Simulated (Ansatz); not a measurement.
# CH4BFSe: the cost of one run

Program: Ansatz 0.2.0. Level of theory: RHF/def2-SVP. These are calculated values, not measurements.

## Step 1: The structure to begin with

Bond lengths: C1–Se2 1.913 Å, Se2–B3 2.002 Å, B3–F4 1.548 Å, C1–H5 1.128 Å, C1–H6 1.185 Å, C1–H7 1.103 Å, B3–H8 1.130 Å. Angles: C1–Se2–B3 89.8°, Se2–C1–H5 112.3°, Se2–C1–H6 108.4°, Se2–C1–H7 113.0°, H5–C1–H6 104.9°, H5–C1–H7 111.3°, H6–C1–H7 106.5°, Se2–B3–F4 118.7°, Se2–B3–H8 123.2°, F4–B3–H8 118.1°.

Structure file:

```xyz
8

C    -0.5514    0.9635   -0.4412
Se   -0.2595    0.3527    1.3477
B     0.6354   -1.2903    0.6344
F     2.1641   -1.2593    0.3925
H    -1.2241    0.2715   -1.0250
H    -1.1397    1.9915   -0.3935
H     0.3861    1.1642   -0.9861
H     0.0814   -2.2508    0.4154
```

## Step 2: Relaxing end A

Input file input.yaml:

```yaml
crystal:
  periodic: [false, false, false]
  atoms:
    - { symbol: C, position_ang: [-0.5514, 0.9635, -0.4412] }
    - { symbol: Se, position_ang: [-0.2595, 0.3527, 1.3477] }
    - { symbol: B, position_ang: [0.6354, -1.2903, 0.6344] }
    - { symbol: F, position_ang: [2.1641, -1.2593, 0.3925] }
    - { symbol: H, position_ang: [-1.2241, 0.2715, -1.025] }
    - { symbol: H, position_ang: [-1.1397, 1.9915, -0.3935] }
    - { symbol: H, position_ang: [0.3861, 1.1642, -0.9861] }
    - { symbol: H, position_ang: [0.0814, -2.2508, 0.4154] }
basis:
  gaussian: { orbitals: def2-SVP }
hamiltonian:
  xc: hf
relax:
  f_tol: 0.015
  max_steps: 40
```

Run with:

```bash
$ ansatz run input.yaml --threads 1 --pin off --max-ram 2048MiB --backend cpu --events-out ev --progress --plain --runs-dir out
```

What time and memory should one allow on 1 thread of Intel Xeon at 2.70GHz, shared host?

About 40 s, with a peak of 0.2 GiB.
